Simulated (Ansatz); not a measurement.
CuS, space group Fm-3m, a scan of one input key

Computed with Ansatz 0.2.0 through its Python package.

`cus.cif`
```cif
data_CuS
_cell_length_a 3.450544
_cell_length_b 3.450544
_cell_length_c 3.450544
_cell_angle_alpha 60.00000
_cell_angle_beta 60.00000
_cell_angle_gamma 60.00000
_symmetry_space_group_name_H-M 'P 1'
_symmetry_Int_Tables_number 1
loop_
_symmetry_equiv_pos_as_xyz
'x, y, z'
loop_
_atom_site_label
_atom_site_type_symbol
_atom_site_fract_x
_atom_site_fract_y
_atom_site_fract_z
Cu1 Cu    0.000000    0.000000    0.000000
S2 S    0.500000    0.500000    0.500000
```

The cells in order, each with its output:

```python
import ansatz as az
from ase.io import read
import pandas as pd
```

```python
atoms = read("cus.cif")
system = az.Crystal.from_ase(atoms)

system.resolved().sites[-1]
```

    Site(symbol='S', position=(0.5000000000000001, 0.49999999999999994, 0.5), moment=None, axis=None, held=None, saved=None)

```python
base = (
    system.calculation()
    .functional("pbesol")
    .basis(34 * az.Ry)
    .kpoints(11, 11, 11, center="gamma")  # sampling of the Brillouin zone
    .occupations("cold", width=0.05)
    .band_table()
)
typed = base.input()
rows = []
for value in [2, 6, 12]:
    edited = typed.set(az.key.scf.n_extra_bands, value)
    summary = az.Session.from_dict(edited).plan().execute().report
    rows.append((value, summary["free_energy_ev"], summary["n_iterations"], len(summary["eigenvalues_ev"][0]) if "eigenvalues_ev" in summary else 0))
print(pd.DataFrame(rows, columns=["extra bands", "F eV", "iterations", "bands listed"]).round(4).to_string(index=False))
print(edited.to_yaml())
```

     extra bands       F eV  iterations  bands listed
               2 -7473.9579           6            15
               6 -7473.9579           6            19
              12 -7473.9579           6            25
    crystal:
      lattice:
        - [3.450544, 0.0, 0.0]
        - [1.7252720000000004, 2.9882587608759716, 0.0]
        - [1.7252720000000004, 0.9960862536253241, 2.817357378340679]
      atoms:
        - { symbol: Cu, position: [0.0, 0.0, 0.0] }
        - { symbol: S, position: [0.5000000000000001, 0.49999999999999994, 0.5] }
    basis:
      ecutwfc: 462.593566181796
    kpoints:
      mp_grid:
        grid: [11, 11, 11]
        shift: [0.0, 0.0, 0.0]
    hamiltonian:
      xc: pbesol
    scf:
      occupations:
        method: cold
        width: 0.05
      n_extra_bands: 12
    output:
      eigenvalues: true

Notes:
- Total energies depend on the potentials; only differences at equal settings carry meaning. A total without «per atom» is that of the whole cell that was run.
- The run is spin-unpolarised.
- The mesh is modest for a metal, so energies can be off by several to tens of meV an atom and pressures by half a GPa or more; differences at equal mesh fare better.
- This cell is a computed structure, which may not be the phase found in nature.
- Hardware and time: 5.4 s on 1 thread of Arm Neoverse V2 (shared host), peak memory 0.47 GiB.
